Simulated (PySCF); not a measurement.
# NiH₃: relaxation and vibrations of the doublet

Where does doublet NiH₃ go from a trigonal planar start, is the end point a minimum, and what are its modes, charges and moments?

Program: PySCF 2.14.0. Level of theory: PBE0, basis Ni def2-TZVP, H def2-TZVP, no relativity, density fitting. These are calculated values, not measurements.

## (1) The starting structure

4 atoms, charge 0, spin multiplicity 2.

Bond lengths: Ni1–H2 1.420 Å, Ni1–H3 1.420 Å, Ni1–H4 1.420 Å. Angles: H2–Ni1–H3 120.0°, H2–Ni1–H4 120.0°, H3–Ni1–H4 120.0°.

Coordinates in bohr (charge 0 multiplicity 2):
```
Ni    0.0000    0.0000    0.0000
H     2.6835    0.0000    0.0000
H    -1.3417    2.3240    0.0000
H    -1.3418   -2.3239    0.0000
```

## (2) Trigonal planar start, doublet: relaxation

The steps below are one call of a driver around PySCF. For each, scf.py gives the equivalent set-up of the SCF; relaxations use the driver's own optimiser. Before each start the driver seeks the lowest SCF state from one or more starting densities and follows internal instabilities, so scf.py alone need not reach the same state.

The program finds D3h symmetry in the start, which this walk keeps. The walk stops when the largest gradient is under 0.0003 Eh/bohr and the energy has settled too.

Contents of scf.py:

```python
from pyscf import gto, scf, dft
mol = gto.M(atom='''
Ni    -0.000000     0.000000    -0.000000
H      1.420025    -0.000022    -0.000000
H     -0.709994     1.229789     0.000000
H     -0.710032    -1.229767    -0.000000''',
    basis={'Ni': 'def2-TZVP', 'H': 'def2-TZVP'},
    charge=0, spin=1)
mf = dft.UKS(mol, xc='PBE0')
mf.grids.atom_grid = (50, 194)
aux = {'Ni': 'def2-universal-JKFIT', 'H': 'def2-universal-JKFIT'}
mf = mf.density_fit(auxbasis=aux)
mf.kernel()
```

Energy and gradient, step by step:

```
step   energy (Eh)  change (kJ/mol)  largest symmetric gradient (Eh/bohr)
   0  -1509.724450             0.00                               0.02935
   1  -1509.730025           -14.64                               0.01563
   2  -1509.732646           -21.52                               0.00374
   3  -1509.732835           -22.02                               0.00063
   4  -1509.732841           -22.03                               0.00003
```

The walk took 3.6 s on 4 threads, shared host.

Geometry (Å) and forces (eV/Å) at some steps, with the part that breaks the symmetry left in:

```
step 0
Ni   0.000   0.000   0.000  -0.564   0.000   0.000
H    1.420   0.000   0.000   0.924   0.000   0.000
H   -0.710   1.230   0.000  -0.180   1.977   0.000
H   -0.710  -1.230   0.000  -0.180  -1.977   0.000
step 1
Ni   0.000   0.000   0.000  -0.584   0.000   0.000
H    1.464   0.000   0.000   0.407   0.000   0.000
H   -0.732   1.268   0.000   0.088   1.208   0.000
H   -0.732  -1.268   0.000   0.088  -1.208   0.000
step 2
Ni   0.000   0.000   0.000  -0.673   0.000   0.000
H    1.513   0.000   0.000   0.039   0.000   0.000
H   -0.757   1.311   0.000   0.317   0.494   0.000
H   -0.757  -1.311   0.000   0.317  -0.494   0.000
step 3
Ni   0.000   0.000   0.000  -0.713   0.000   0.000
H    1.529   0.000   0.000  -0.041   0.000   0.000
H   -0.764   1.324   0.000   0.377   0.297   0.000
H   -0.764  -1.324   0.000   0.377  -0.297   0.000
step 4
Ni   0.000   0.000   0.000  -0.722   0.000   0.000
H    1.532   0.000   0.000  -0.055   0.000   0.000
H   -0.766   1.327   0.000   0.389   0.259   0.000
H   -0.766  -1.327   0.000   0.389  -0.259   0.000
```

End point (D3h, 4 steps, 22.0 kJ/mol gained): Ni–H 1.532 Å (×3); H–Ni–H 120.0° (×3). A gradient of 0.0140 Eh/bohr that breaks the symmetry is left: this electronic state wants a lower symmetry.

## (3) Releasing the symmetry

The geometry is nudged along the force that breaks the symmetry.

The program finds C2v symmetry in the start, which may break.

Edit scf.py of step 2 so:

```diff
@@ -3,4 +3,4 @@
-Ni    -0.000000     0.000000    -0.000000
-H      1.420025    -0.000022    -0.000000
-H     -0.709994     1.229789     0.000000
-H     -0.710032    -1.229767    -0.000000''',
+Ni    -0.003408     0.000000     0.000000
+H      1.574121    -0.000024    -0.000000
+H     -0.689088     1.346760     0.000000
+H     -0.689129    -1.346739     0.000000''',
```

The optimiser's trace (not every step is listed):

```
step   energy (Eh)  change (kJ/mol)  largest gradient (Eh/bohr)
   0  -1509.734720             0.00                     0.00874
   1  -1509.737047            -6.11                     0.01173
   2  -1509.740345           -14.77                     0.01562
   3  -1509.741878           -18.79                     0.00771
   4  -1509.742385           -20.12                     0.00468
   5  -1509.742784           -21.17                     0.00234
   6  -1509.742768           -21.13                     0.01307
   7  -1509.742780           -21.16                     0.00955
   8  -1509.742798           -21.21                     0.00988
   9  -1509.755533           -54.65                     0.03817
  10  -1509.756724           -57.77                     0.03706
  12  -1509.764367           -77.84                     0.02957
  14  -1509.775666          -107.50                     0.01648
  16  -1509.781245          -122.15                     0.00330
  18  -1509.781612          -123.12                     0.00452
  20  -1509.785044          -132.13                     0.01433
  22  -1509.808468          -193.63                     0.01798
  24  -1509.811002          -200.28                     0.00749
  26  -1509.812092          -203.14                     0.00560
  28  -1509.814573          -209.66                     0.01822
  30  -1509.818003          -218.66                     0.01426
  32  -1509.823404          -232.84                     0.02004
  34  -1509.826051          -239.79                     0.00769
  36  -1509.826477          -240.91                     0.00073
  37  -1509.826482          -240.92                     0.00044
  38  -1509.826485          -240.93                     0.00040
  39  -1509.826485          -240.93                     0.00034
  40  -1509.826485          -240.93                     0.00033
  41  -1509.826487          -240.93                     0.00017
```

The walk took 58 s.

End point (C2v, 41 steps, 240.9 kJ/mol gained): H–H 0.798 Å, Ni–H 1.515 Å, Ni–H 1.689 Å (×2); H–H–Ni 76.3° (×2), H–Ni–H 27.3°, H–Ni–H 166.0°, H–Ni–H 166.6°.

## (4) Frequencies

The point is checked on the finer grid, and tightened if its gradient asks for it. The Hessian and the dipole derivatives come from central differences of analytic gradients, with steps of 0.01 bohr.

Edit scf.py of step 3 so:

```diff
@@ -3,4 +3,4 @@
-Ni    -0.003408     0.000000     0.000000
-H      1.574121    -0.000024    -0.000000
-H     -0.689088     1.346760     0.000000
-H     -0.689129    -1.346739     0.000000''',
+Ni    -0.011272    -0.026874     0.000405
+H      0.980561     1.335641    -0.116549
+H      0.266673     1.637911     0.071789
+H     -0.597524    -1.424568     0.021444''',
@@ -10 +10 @@
-mf.grids.atom_grid = (50, 194)
+mf.grids.atom_grid = (75, 302)
```

The driver hands on the density of the step before, so the log starts near convergence.

Log of the central SCF (cycles and frontier levels):

```text
init E= -1509.8263954668
[... the frontier-level lines of each cycle are left out ...]
cycle= 1 E= -1509.82639545465  delta_E= 1.22e-08  |g|= 0.000275  |ddm|= 0.000132
cycle= 2 E= -1509.82639532624  delta_E= 1.28e-07  |g|= 0.000889  |ddm|= 0.0004
cycle= 3 E= -1509.82639546852  delta_E= -1.42e-07  |g|= 6.23e-06  |ddm|= 0.000302
cycle= 4 E= -1509.82639546861  delta_E= -9.19e-11  |g|= 4.51e-06  |ddm|= 9.1e-06
Extra cycle  E= -1509.82639546872  delta_E= -1.12e-10  |g|= 4.27e-06  |ddm|= 1.25e-05
converged SCF energy = -1509.82639546872  <S^2> = 0.75723753  2S+1 = 2.0072245
```

The whole step took 14 s.

Geometry: C2v; H–H 0.798 Å, Ni–H 1.516 Å, Ni–H 1.689 Å (×2); H–H–Ni 76.3° (×2), H–Ni–H 27.3°, H–Ni–H 166.3° (×2).

Modes, for the most abundant isotopes:

| symmetry | ω (cm⁻¹) | IR (km/mol) |
| --- | --- | --- |
| b2 | 456 | 89.5 |
| b1 | 574 | 68.3 |
| a1 | 860 | 10.3 |
| b2 | 1311 | 5.4 |
| a1 | 1876 | 69.8 |
| a1 | 3603 | 35.3 |

All wavenumbers are real: a minimum.

Properties at this point:

* Dipole moment: 3.58 D
* Highest occupied level: -6.22 eV
* Lowest empty level: -1.65 eV
* Rotational constants: 52.56, 2.191, 2.103 cm⁻¹
* Zero-point energy: 51.9 kJ/mol
* Principal polarisabilities: 22.2, 30.2, 35.6 bohr³
* Atomisation energy without zero-point energy: 781 kJ/mol
* Principal traceless quadrupole moments about the centre of mass: -1.09, -0.04, 1.13 D Å
* Entropy at 298.15 K and 1 bar (electronic part: spin only): 227.2 J/(mol K)
* Heat capacity Cp at 298.15 K: 46.5 J/(mol K)
* Enthalpy at 298.15 K above 0 K: 11.25 kJ/mol
* Rotational symmetry number: 2
* Spin squared ⟨S²⟩: 0.757

Populations by atom (charges in e):

| atom | Mulliken | Löwdin | polar tensor | spin (Mulliken) | Mayer order to Ni1 |
| --- | --- | --- | --- | --- | --- |
| Ni1 | -0.05 | 0.03 | 0.21 | 1.04 | – |
| H2,3 | 0.09 | 0.10 | 0.06 | -0.01 | 0.29 |
| H4 | -0.14 | -0.24 | -0.34 | -0.02 | 0.98 |

Outer orbital energies (eV). α occupied: -71.85, -15.20, -10.00, -8.69, -8.64, -8.62, -8.30, -6.60; empty: -0.56, 0.83, 1.51, 2.81. β occupied: -70.89, -70.82, -15.17, -8.19, -8.16, -7.98, -7.38, -6.22; empty: -1.65, -0.55, 1.11, 1.97.

Mulliken populations on Ni1: s 7.03, p 12.24, d 8.79, f 0.00.

## (5) Summary of results

| quantity | value |
| --- | --- |
| minimum | doublet, C2v |
| geometry | H–H 0.798 Å, Ni–H 1.516 Å, Ni–H 1.689 Å (×2); H–H–Ni 76.3° (×2), H–Ni–H 27.3°, H–Ni–H 166.3° (×2) |
| wavenumbers (cm⁻¹) | 456 (b2), 574 (b1), 860 (a1), 1311 (b2), 1876 (a1), 3603 (a1) |
| dipole moment | 3.58 D |
| highest occupied, lowest empty level (either spin) | -6.22, -1.65 eV |
| polar-tensor charge of Ni1 | +0.21 e |
| zero-point energy | 51.9 kJ/mol |
| entropy at 298.15 K | 227.2 J/(mol K) |
| atomisation energy (no zero-point energy) | 781 kJ/mol |
| ⟨S²⟩ | 0.757 |

From D3h at the start the molecule goes to a C2v minimum. The strongest infrared band lies at 456 cm⁻¹ (b2). Most of the spin sits on Ni1 (Mulliken spin 1.04, against 1 for the whole molecule). Other starts or spin states, not run here, may lie lower. One determinant may miss the lowest occupation of an open d or f shell.

The search up to here took 82 s.
